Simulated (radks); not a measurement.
**Mg⁺ in [Ne] 3s1: an all-electron calculation**

One table from this session's results is given with a row withheld; the runs are named, their logs left out.

Method: non-relativistic Kohn-Sham, PBEsol, spin-polarised, spherical densities, point nucleus; open shells are filled with parallel spins first. Code: radks (a radial shooting solver on a logarithmic mesh, Libxc functionals) version 1.

**The system**

| Quantity | Value |
| --- | --- |
| element | magnesium (Z = 12) |
| charge | +1 |
| electrons | 11 |
| configuration | [Ne] 3s1 |

Outer shells as boxes (Hund's rule):

Mg⁺
```
[Ne] core
3s [↑ ]
```

Set-up of the first run:

Settings of this run:

```text
Z 12
configuration [Ne] 3s1
relativity non-relativistic
functional pbe_sol,pbe_sol
spin polarised
nucleus point
```

Run with:

```bash
> python run_ks.py task.json out
```

This one command runs every case of the session in turn.

Steps of the session up to this table: Self-consistent calculation.

One of the session's tables, all rows but one given; the rest of the session is left out.

It belongs to the step «Shells». Radial moments (bohr):

| level | <r> | outermost maximum (interpolated) | 90 % within | nodes |
| --- | --- | --- | --- | --- |
| 1s up | 0.1311 | 0.0855 | 0.234 | 0 |
| 1s down | 0.1311 | 0.0855 | 0.234 | 0 |
| 2s up | 0.6998 | 0.549 | 1.11 | 1 |
| 2s down | 0.6989 | 0.549 | 1.11 | 1 |
| 2p up | 0.6894 | 0.479 | 1.18 | 0 |
| 2p down | ? | ? | ? | ? |
| 3s up | 2.771 | 2.37 | 4.16 | 2 |

**Question.** Estimate the row for 2p down.

**Answer.** <r>: 0.6871; outermost maximum (interpolated): 0.479; 90 % within: 1.17; nodes: 0. In the column «<r>» it lies between 1s down (0.1311) and 2p up (0.6894).
